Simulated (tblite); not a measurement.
# CH5F4NSi: the cost of one run

Programs: tblite 0.8.0 and PySCF 2.14.0. All values are calculated, for the isolated system unless a continuum is named. Atoms count from 0, parts from 1.

### 1 The system as given

12 atoms, charge 0, multiplicity 1; geometry: rigid parts in contact. Parts: 1 = atoms 0–4, `F[Si](F)(F)F`, charge 0; 2 = atoms 5–11, `CN`, charge 0.

### 2 Docking the parts with GFN2-xTB

What the job is given:

```
{"job": {"kind": "dock", "xc": "GFN2-xTB", "basis": "xTB"}, "charge": 0, "multiplicity": 1, "parts": [{"atoms": "0-4", "charge": 0, "multiplicity": 1}, {"atoms": "5-11", "charge": 0, "multiplicity": 1}]}
F      1.078151    -0.773504    -0.831630
Si    -0.000027    -0.000115    -0.000018
F      0.694804     0.752740     1.184266
F     -0.725879     1.036507    -0.922345
F     -1.047050    -1.015629     0.569726
C      0.600097     3.699307     2.048574
N      1.463093     2.750964     2.731231
H      0.939586     3.799295     1.018125
H      0.574382     4.699919     2.504069
H     -0.413940     3.301115     2.038851
H      2.417924     3.094125     2.748131
H      1.163365     2.633990     3.693615
```

With the program's defaults for keys left out, this is: GFN2-xTB search for minima from random contacts, gas phase.

Launch:

```bash
$ OMP_NUM_THREADS=1 python cluster_run.py task.json out
```

One launch serves the whole session: the jobs run in the order shown.

**Question.** How long does this first job take on 1 thread of Intel Xeon Platinum 8488C, shared host?

About 17 s.
